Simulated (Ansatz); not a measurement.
# NaMoO3F: the cost of one run

Method: DFT PBE, plane waves, PAW, scalar-relativistic, no spin polarisation, in Ansatz 0.2.0.

### Step 1. Starting point

The cell holds 24 atoms (F4Mo4Na4O12): a = 7.772 Å, b = 7.772 Å, c = 7.433 Å, α = 107.25°, β = 72.75°, γ = 121.08°.

Its coordinates follow in the input file.

### Step 2. Run 1

130 steps of 1.12 fs under a Langevin thermostat at 3500 K.

input.yaml reads:

```yaml
accuracy: low
crystal:
  lattice:
    - [-6.766944, -3.822425, 0.0]
    - [6.766944, -3.822425, 0.0]
    - [-2.531166, 0.0, 6.988599]
  atoms:
    - { symbol: Na, position: [0.9193625, 0.8306375, 0.295097] }
    - { symbol: Na, position: [0.0806375, 0.1693625, 0.704903] }
    - { symbol: Mo, position: [0.0734465, 0.6765535, 0.713979] }
    - { symbol: Mo, position: [0.9265535, 0.3234465, 0.286021] }
    - { symbol: O, position: [0.1939345, 0.5560655, 0.760261] }
    - { symbol: O, position: [0.8060655, 0.4439345, 0.239739] }
    - { symbol: O, position: [0.9796585, 0.7703415, 0.945217] }
    - { symbol: O, position: [0.0203415, 0.2296585, 0.054783] }
    - { symbol: O, position: [0.169661, 0.580339, 0.372499] }
    - { symbol: O, position: [0.830339, 0.419661, 0.627501] }
    - { symbol: F, position: [0.942951, 0.807049, 0.599657] }
    - { symbol: F, position: [0.057049, 0.192951, 0.400343] }
    - { symbol: Na, position: [0.4193625, 0.3306375, 0.295097] }
    - { symbol: Na, position: [0.5806375, 0.6693625, 0.704903] }
    - { symbol: Mo, position: [0.5734465, 0.1765535, 0.713979] }
    - { symbol: Mo, position: [0.4265535, 0.8234465, 0.286021] }
    - { symbol: O, position: [0.6939345, 0.0560655, 0.760261] }
    - { symbol: O, position: [0.3060655, 0.9439345, 0.239739] }
    - { symbol: O, position: [0.4796585, 0.2703415, 0.945217] }
    - { symbol: O, position: [0.5203415, 0.7296585, 0.054783] }
    - { symbol: O, position: [0.669661, 0.080339, 0.372499] }
    - { symbol: O, position: [0.330339, 0.919661, 0.627501] }
    - { symbol: F, position: [0.442951, 0.307049, 0.599657] }
    - { symbol: F, position: [0.557049, 0.692951, 0.400343] }
basis:
  ecutwfc: 420.0
kpoints:
  mp_grid: { grid: [3, 3, 3] }
hamiltonian:
  xc: pbe
scf:
  occupations: { method: fermi_dirac, width: 0.3 }
  lower_state_search: "off"
md:
  timestep: 1.12
  n_steps: 130
  ensemble: nvt_langevin
  temperature: 3500.0
  initial_velocities: maxwell_boltzmann
  seed: 747743
  friction: 0.02
```

Run with:

```console
$ ansatz run input.yaml --threads 4 --pin off --max-ram 10240MiB --backend cpu --events-out ev --progress --plain --runs-dir out
```

**Question.** How long does this run take on 4 threads of Intel Xeon Platinum 8488C (Sapphire Rapids), shared host, and how much memory does it need?

About 24 min, with a peak of 1.8 GiB.
